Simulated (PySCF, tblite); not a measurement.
# C17H11N3S: excited states

Wanted: excited states for C17H11N3S (`[C-]#[N+]c1ccc(/N=N/c2ccc(-c3cccs3)cc2)cc1`).

Programs: tblite 0.8.0 and PySCF 2.14.0, with routines of our own; each step states its level. All values are computed. Atoms count from 0.

## (1) The starting structure

32 atoms, charge 0, multiplicity 1; geometry from: force field or distance geometry start.

## (2) Relaxing the molecule with GFN2-xTB

What the job is given:

```
{"job": {"kind": "relax", "xc": "GFN2-xTB", "basis": "xTB"}, "charge": 0, "multiplicity": 1}
C      8.509600     0.323900    -0.289600
N      7.332100     0.219400    -0.221600
C      5.967500     0.078100    -0.117000
C      5.333300    -0.982300    -0.763800
C      3.945500    -1.121800    -0.651900
C      3.183000    -0.184300     0.053900
N      1.797400    -0.358200     0.152800
N      1.199000     0.607400    -0.359600
C     -0.194700     0.418300    -0.277600
C     -0.960700     0.381000    -1.448000
C     -2.350400     0.230700    -1.404000
C     -3.016800     0.128000    -0.170600
C     -4.475200    -0.038000    -0.086600
C     -5.192700    -0.908400     0.696500
C     -6.607700    -0.769400     0.517100
C     -6.916200     0.192900    -0.398200
S     -5.513700     0.940800    -1.045400
C     -2.253100     0.173300     1.004500
C     -0.862100     0.332700     0.957200
C      3.848800     0.881600     0.704000
C      5.227200     1.026200     0.612400
H      5.913800    -1.713900    -1.315200
H      3.452200    -1.945700    -1.134200
H     -0.465100     0.456400    -2.416100
H     -2.900300     0.192400    -2.334100
H     -4.748300    -1.616600     1.385700
H     -7.348700    -1.362100     1.036200
H     -7.894900     0.503100    -0.739700
H     -2.734000     0.114800     1.975200
H     -0.287900     0.377600     1.882100
H      3.270100     1.603100     1.267600
H      5.727800     1.850600     1.104100
```

Command:

```console
OMP_NUM_THREADS=4 python excited_run.py task.json out
```

This one command runs all jobs of the session in turn.

Standard output:

```text
step      E/eV     max force
  0   -1465.49982    1.988
  1   -1465.62040    3.749
  2   -1465.69162    1.890
  3   -1465.74717    0.396
  4   -1465.75953    0.276
  5   -1465.77216    0.409
  6   -1465.78169    0.239
  7   -1465.78910    0.158
  8   -1465.79555    0.238
  9   -1465.80103    0.215
 10   -1465.80612    0.133
 11   -1465.81062    0.115
 12   -1465.81427    0.111
 13   -1465.81769    0.107
 14   -1465.82141    0.121
 15   -1465.82534    0.142
 16   -1465.82874    0.112
 17   -1465.83154    0.093
 18   -1465.83455    0.112
 19   -1465.83867    0.141
 20   -1465.84375    0.176
 21   -1465.84852    0.151
 22   -1465.85230    0.122
 23   -1465.85601    0.128
 24   -1465.86071    0.180
 25   -1465.86629    0.192
 26   -1465.87093    0.123
 27   -1465.87392    0.108
 28   -1465.87622    0.098
 29   -1465.87873    0.135
 30   -1465.88176    0.143
 31   -1465.88519    0.121
 32   -1465.88883    0.119
 33   -1465.89259    0.141
 34   -1465.89640    0.166
 35   -1465.90026    0.133
 36   -1465.90423    0.126
 37   -1465.90851    0.145
 38   -1465.91246    0.144
 39   -1465.91577    0.123
 40   -1465.91838    0.094
 41   -1465.92112    0.097
 42   -1465.92412    0.130
 43   -1465.92756    0.150
 44   -1465.93108    0.130
 45   -1465.93481    0.126
 46   -1465.93855    0.131
 47   -1465.94308    0.179
 48   -1465.94769    0.135
 49   -1465.95245    0.125
 50   -1465.95612    0.126
 51   -1465.95977    0.127
 52   -1465.96276    0.128
 53   -1465.96566    0.122
 54   -1465.96816    0.114
 55   -1465.97096    0.130
 56   -1465.97367    0.134
 57   -1465.97643    0.146
 58   -1465.98028    0.163
 59   -1465.98488    0.187
 60   -1465.98944    0.138
 61   -1465.99269    0.151
 62   -1465.99580    0.171
 63   -1465.99925    0.135
 64   -1466.00422    0.112
 65   -1466.00651    0.106
 66   -1466.00891    0.110
 67   -1466.01169    0.076
 68   -1466.01413    0.092
 69   -1466.01584    0.082
 70   -1466.01728    0.086
 71   -1466.01891    0.084
 72   -1466.02060    0.076
 73   -1466.02182    0.071
 74   -1466.02259    0.054
 75   -1466.02324    0.059
 76   -1466.02404    0.055
 77   -1466.02490    0.058
 78   -1466.02571    0.055
 79   -1466.02656    0.059
 80   -1466.02745    0.065
 81   -1466.02832    0.068
 82   -1466.02910    0.054
 83   -1466.02991    0.062
 84   -1466.03077    0.073
 85   -1466.03172    0.068
 86   -1466.03259    0.058
 87   -1466.03331    0.048
 88   -1466.03383    0.047
 89   -1466.03425    0.063
 90   -1466.03464    0.046
 91   -1466.03502    0.041
 92   -1466.03539    0.042
 93   -1466.03574    0.049
 94   -1466.03607    0.039
 95   -1466.03640    0.035
 96   -1466.03671    0.042
 97   -1466.03701    0.043
 98   -1466.03729    0.037
 99   -1466.03753    0.034
100   -1466.03774    0.030
101   -1466.03793    0.026
102   -1466.03812    0.032
103   -1466.03832    0.028
104   -1466.03851    0.023
105   -1466.03867    0.058
106   -1466.03880    0.034
107   -1466.03897    0.028
108   -1466.03925    0.027
109   -1466.03947    0.026
110   -1466.03969    0.025
111   -1466.03988    0.028
112   -1466.04009    0.028
113   -1466.04034    0.026
114   -1466.04060    0.027
115   -1466.04085    0.025
116   -1466.04108    0.028
117   -1466.04129    0.026
118   -1466.04148    0.025
119   -1466.04166    0.023
120   -1466.04182    0.023
121   -1466.04196    0.023
122   -1466.04208    0.020
123   -1466.04217    0.022
124   -1466.04226    0.023
125   -1466.04235    0.017
126   -1466.04244    0.017
127   -1466.04252    0.020
128   -1466.04262    0.019
129   -1466.04276    0.022
130   -1466.04293    0.026
131   -1466.04313    0.029
132   -1466.04336    0.032
133   -1466.04364    0.031
134   -1466.04396    0.036
135   -1466.04434    0.033
136   -1466.04472    0.039
137   -1466.04508    0.043
138   -1466.04543    0.040
139   -1466.04583    0.036
140   -1466.04633    0.042
141   -1466.04682    0.045
142   -1466.04718    0.045
143   -1466.04752    0.044
144   -1466.04783    0.031
145   -1466.04819    0.031
146   -1466.04850    0.034
147   -1466.04885    0.031
148   -1466.04908    0.045
149   -1466.04929    0.033
150   -1466.04953    0.028
151   -1466.04983    0.025
152   -1466.05010    0.034
153   -1466.05036    0.040
154   -1466.05058    0.033
155   -1466.05085    0.029
156   -1466.05109    0.033
157   -1466.05134    0.029
158   -1466.05155    0.023
159   -1466.05169    0.022
160   -1466.05179    0.020
161   -1466.05187    0.024
162   -1466.05194    0.029
163   -1466.05202    0.014
164   -1466.05210    0.028
165   -1466.05217    0.030
166   -1466.05227    0.023
167   -1466.05238    0.017
168   -1466.05248    0.020
169   -1466.05256    0.021
170   -1466.05262    0.017
171   -1466.05269    0.024
172   -1466.05276    0.025
173   -1466.05283    0.020
174   -1466.05290    0.029
175   -1466.05298    0.021
176   -1466.05304    0.022
177   -1466.05309    0.022
178   -1466.05315    0.016
179   -1466.05321    0.014
180   -1466.05326    0.016
181   -1466.05331    0.015
182   -1466.05337    0.014
183   -1466.05343    0.016
184   -1466.05349    0.013
185   -1466.05355    0.014
186   -1466.05360    0.014
187   -1466.05365    0.013
188   -1466.05371    0.019
189   -1466.05377    0.016
190   -1466.05383    0.013
191   -1466.05389    0.013
192   -1466.05394    0.011
193   -1466.05397    0.010
194   -1466.05400    0.009
```

Wall time 6.3 s (4 threads of Intel Xeon Platinum 8488C, shared host); peak memory 0.18 GiB.

Relaxation path: (not every step is listed)

| step | energy from step 0 (eV) | largest force (eV/Å) |
| --- | --- | --- |
| 0 | 0.0000 | 1.9879 |
| 1 | -0.1206 | 3.7488 |
| 2 | -0.1918 | 1.8900 |
| 3 | -0.2474 | 0.3964 |
| 4 | -0.2597 | 0.2764 |
| 5 | -0.2723 | 0.4090 |
| 6 | -0.2819 | 0.2388 |
| 7 | -0.2893 | 0.1578 |
| 8 | -0.2957 | 0.2383 |
| 26 | -0.3711 | 0.1227 |
| 44 | -0.4313 | 0.1298 |
| 62 | -0.4960 | 0.1706 |
| 80 | -0.5276 | 0.0654 |
| 98 | -0.5375 | 0.0373 |
| 116 | -0.5413 | 0.0284 |
| 134 | -0.5441 | 0.0359 |
| 152 | -0.5503 | 0.0336 |
| 170 | -0.5528 | 0.0170 |
| 188 | -0.5539 | 0.0186 |
| 189 | -0.5539 | 0.0156 |
| 190 | -0.5540 | 0.0130 |
| 191 | -0.5541 | 0.0131 |
| 192 | -0.5541 | 0.0107 |
| 193 | -0.5541 | 0.0105 |
| 194 | -0.5542 | 0.0090 |

Distances of close pairs at the start and the end, largest changes first:

| bond | before (Å) | after (Å) | change (Å) |
| --- | --- | --- | --- |
| N7–C8 | 1.409 | 1.370 | -0.039 |
| C5–N6 | 1.400 | 1.370 | -0.030 |
| C17–C18 | 1.401 | 1.373 | -0.028 |
| C11–C12 | 1.470 | 1.442 | -0.028 |
| C13–C14 | 1.433 | 1.406 | -0.027 |
| C9–C10 | 1.398 | 1.373 | -0.026 |
| C12–S16 | 1.719 | 1.745 | +0.026 |
| C3–C4 | 1.399 | 1.375 | -0.025 |

The next job starts from the end point, and lists it.

## (3) Infrared spectrum with GFN2-xTB

What the job is given:

```
{"job": {"kind": "ir", "xc": "GFN2-xTB", "basis": "xTB"}, "charge": 0, "multiplicity": 1}
C      8.433874     0.592880     0.391417
N      7.288756     0.407799     0.251927
C      5.957313     0.196034     0.093039
C      5.479558    -1.102806    -0.100030
C      4.128765    -1.317404    -0.238074
C      3.234427    -0.237822    -0.216099
N      1.893827    -0.519237    -0.250083
N      1.108411     0.357247    -0.719432
C     -0.238649     0.168733    -0.555148
C     -1.094899     0.893931    -1.395733
C     -2.455459     0.816575    -1.229748
C     -3.019336     0.037727    -0.209351
C     -4.449851    -0.013405    -0.031209
C     -5.181400    -0.679570     0.920803
C     -6.569480    -0.496775     0.792727
C     -6.897702     0.305203    -0.254773
S     -5.515802     0.854901    -1.105541
C     -2.156709    -0.678442     0.634225
C     -0.795941    -0.619779     0.464463
C      3.728055     1.062922    -0.027175
C      5.075989     1.278008     0.134071
H      6.178670    -1.925129    -0.128729
H      3.738171    -2.311963    -0.386837
H     -0.663513     1.495899    -2.180568
H     -3.109332     1.371368    -1.887258
H     -4.745650    -1.283995     1.695068
H     -7.292922    -0.940617     1.453253
H     -7.871629     0.610801    -0.582076
H     -2.564812    -1.285521     1.427341
H     -0.127518    -1.160242     1.118358
H      3.024129     1.880804     0.008267
H      5.465443     2.273480     0.288824
```

Standard output:

```text
mode    cm-1     km/mol
  1      13.6      0.23
  2      19.3      0.14
  3      30.4      0.21
  4      34.5      0.04
  5      63.9      1.42
  6      87.8      1.78
  7     129.0     10.25
  8     135.9      2.57
  9     156.6      6.68
 10     161.4     20.04
 11     200.0     48.46
 12     236.6     18.96
 13     277.9     12.36
 14     322.6     15.18
 15     332.5     12.91
 16     365.1      9.06
 17     368.3     15.64
 18     384.7      1.32
 19     395.5     11.80
 20     454.2      2.48
 21     455.3      3.43
 22     480.7      0.99
 23     484.6      0.35
 24     512.5      4.78
 25     524.5      0.85
 26     555.8      1.79
 27     589.3      0.68
 28     602.6      0.11
 29     611.0      0.22
 30     673.3      8.47
 31     677.5      2.85
 32     691.3      6.85
 33     731.8     20.05
 34     738.9     16.74
 35     749.7      3.17
 36     805.6      5.67
 37     812.6     38.91
 38     815.5     44.32
 39     849.7     15.06
 40     851.4     29.77
 41     852.3     10.93
 42     854.6      7.81
 43     862.3      9.33
 44     901.0      6.62
 45     907.9      0.09
 46     911.6      0.87
 47     916.7      3.35
 48     918.6      0.12
 49     957.0      5.59
 50    1008.4      1.80
 51    1014.0      1.46
 52    1078.8      0.95
 53    1094.9     15.42
 54    1117.7      2.88
 55    1128.3      1.96
 56    1153.4     35.23
 57    1168.0     23.01
 58    1187.2     16.81
 59    1207.3      4.47
 60    1239.5      4.97
 61    1252.3      2.29
 62    1256.9     13.00
 63    1266.0      5.70
 64    1292.2     14.49
 65    1319.5      2.88
 66    1324.7      6.41
 67    1356.1     22.69
 68    1411.0     86.47
 69    1411.2      1.13
 70    1430.0    142.80
 71    1452.5      3.78
 72    1465.4     35.96
 73    1492.5     81.06
 74    1528.3      2.74
 75    1533.6      0.66
 76    1542.6     22.03
 77    1575.5      7.26
 78    1590.2     25.49
 79    2191.5      2.99
 80    3079.4     27.36
 81    3086.7     14.04
 82    3088.4     10.14
 83    3092.3     15.82
 84    3099.3     22.43
 85    3099.4     20.70
 86    3101.2     10.46
 87    3105.8     17.87
 88    3127.1     24.13
 89    3140.1     20.97
 90    3164.3      5.88
```

Run time: 6.5 s. Hardware: 4 threads of Intel Xeon Platinum 8488C, shared host; peak memory 0.18 GiB.

Which atoms move in the most intense modes:

| cm⁻¹ | km/mol | atoms |
| --- | --- | --- |
| 200 | 48.5 | N7 32 % |
| 813 | 38.9 | H30 10 % |
| 816 | 44.3 | H28 12 % |
| 1153 | 35.2 | H22 16 %, H30 15 %, H23 11 % |
| 1411 | 86.5 | C9 14 % |
| 1430 | 142.8 | C14 16 %, C18 15 %, C13 12 %, C12 11 % |
| 1465 | 36.0 | C11 15 %, C14 12 %, C8 11 % |
| 1492 | 81.1 | N6 38 %, N7 34 % |

## (4) Excited states: TDA BHandHLYP/def2-SVP

Settings changed since step 3:

```diff
@@ -1,2 +1,2 @@
-{"job": {"kind": "ir", "xc": "GFN2-xTB", "basis": "xTB"}, "charge": 0, "multiplicity": 1}
+{"job": {"kind": "states", "xc": "BHandHLYP", "basis": "def2-SVP", "tda": true, "soc": true, "nstates": 8, "ntriplets": 4, "nquad": 4}, "charge": 0, "multiplicity": 1}
 C      8.433874     0.592880     0.391417
```

Level: TDA BHandHLYP/def2-SVP excited states, vertical, gas phase, spin-orbit mean-field couplings.

Standard output:

```text
coarse grid: 30096 points
cycle   1  E = -1215.3414567048  dE =  5.151e+00  |g| = 5.051e-01  |ddm| = 7.543e+00
cycle   2  E = -1215.3983662851  dE = -5.691e-02  |g| = 3.443e-01  |ddm| = 1.407e+00
cycle   3  E = -1215.4216762404  dE = -2.331e-02  |g| = 1.593e-01  |ddm| = 4.918e-01
cycle   4  E = -1215.4274903585  dE = -5.814e-03  |g| = 5.781e-02  |ddm| = 2.128e-01
cycle   5  E = -1215.4282259514  dE = -7.356e-04  |g| = 1.256e-02  |ddm| = 6.442e-02
cycle   6  E = -1215.4282707639  dE = -4.481e-05  |g| = 4.950e-03  |ddm| = 2.210e-02
cycle   7  E = -1215.4282786359  dE = -7.872e-06  |g| = 1.340e-03  |ddm| = 8.087e-03
final grid: 294352 points
cycle   8  E = -1215.5550875522  dE = -4.000e-05  |g| = 3.254e-03  |ddm| = 5.143e-02
cycle   9  E = -1215.5550886361  dE = -1.084e-06  |g| = 2.769e-03  |ddm| = 9.493e-03
cycle  10  E = -1215.5550905127  dE = -1.877e-06  |g| = 7.020e-04  |ddm| = 3.642e-03
cycle  11  E = -1215.5550906205  dE = -1.077e-07  |g| = 2.670e-04  |ddm| = 9.477e-04
cycle  12  E = -1215.5550906390  dE = -1.852e-08  |g| = 8.965e-05  |ddm| = 4.127e-04
cycle  13  E = -1215.5550906417  dE = -2.698e-09  |g| = 2.723e-05  |ddm| = 1.448e-04
cycle  14  E = -1215.5550906422  dE = -4.907e-10  |g| = 1.437e-05  |ddm| = 6.761e-05
converged SCF energy = -1215.5550906422

Singlet excitations
state   eV       nm        f     d(h-e)  d(exc)  Lambda  PR(NTO)  |dmu|/D   mu/D   main configurations
  1   2.5330   489.5   0.20529   0.117   3.294   0.693   1.025    0.519    4.918   H->L 0.27, H-1->L 0.26, H-3->L 0.25
  2   3.7060   334.5   1.66382   2.065   5.243   0.708   1.135    6.342   11.739   H->L 0.67, H-3->L 0.14, H-1->L 0.08
  3   4.6683   265.6   0.01028   1.301   4.177   0.573   1.611    4.546    9.939   H-4->L 0.43, H-2->L 0.24, H->L+3 0.22
  4   4.7319   262.0   0.16835   0.779   5.970   0.703   1.312    2.554    2.989   H-1->L 0.49, H-3->L 0.30
  5   4.9034   252.9   0.02298   1.114   4.355   0.497   1.757                     H-5->L 0.58, H->L+2 0.14, H-1->L+2 0.11
  6   5.0766   244.2   0.00357   0.433   4.764   0.750   1.538                     H->L+1 0.74
  7   5.2454   236.4   0.03368   4.084   6.201   0.524   1.221                     H-2->L 0.61, H-4->L 0.16
  8   5.7071   217.2   0.05282   1.785   4.818   0.612   2.363                     H->L+3 0.41, H-6->L 0.23, H-4->L 0.14

Triplet excitations (Tamm-Dancoff)
state   eV     d(h-e)  d(exc)  Lambda  PR(NTO)   main configurations
  1   1.5836   0.064   3.318   0.694   1.085   H->L 0.39, H-1->L 0.24, H-3->L 0.14
  2   2.3284   0.557   3.935   0.700   1.396   H->L 0.41, H-3->L 0.21
  3   3.0070   0.217   3.491   0.716   2.307   H->L+1 0.31, H-1->L 0.25, H-3->L 0.18
  4   3.6535   0.304   3.294   0.699   2.912   H-6->L 0.28, H->L+4 0.21, H-1->L+1 0.17
S1 - T1 = 0.9494 eV

Spin-orbit couplings |<S|Hso|T>| (cm-1)
             T1       T2       T3       T4
S0       33.823   19.998    6.528    1.249
S1        0.453    2.455    2.073    4.205
S2        3.442    0.528    1.387    0.637
S3        0.858    0.180    0.155    0.275
S4        7.029    1.222    1.081    0.857
S5        0.513    0.255    0.296    0.301
S6        1.986    1.524    0.231    0.802
S7        0.668    0.149    0.374    0.214
S8        2.653    0.640    1.221    0.265
T1 sublevels (cm-1): 0.000 0.000 0.090   radiative rates (1/s): 0.525 0.0196 4.5
```

Wall time 2.5 min (4 threads of Intel Xeon Platinum 8488C, shared host); peak memory 2.1 GiB.

In short:

| quantity | value |
| --- | --- |
| S1 less T1 | 0.95 eV |

## (5) Outcome

| quantity | value |
| --- | --- |
| strongest single infrared mode (GFN2-xTB) | 1430 cm⁻¹, 143 km/mol |
| zero-point energy (GFN2-xTB) | 142.6 kcal/mol |
| S1 less T1 (step 4, TDA BHandHLYP/def2-SVP) | 0.95 eV |

All 90 modes are real, so the xTB geometry is a minimum. The strongest single mode, at 1430 cm⁻¹, has its largest shares on C14, C18, C13 and C12 (the list is cut at 4 atoms). GFN2-xTB is a fitted tight-binding method: band positions and strengths are rough. Its intensities can rank the bands wrongly. In step 4, the number of triplets below S1 is 2, and the largest singlet-triplet spin-orbit coupling is S0–T1, 33.82 cm⁻¹.
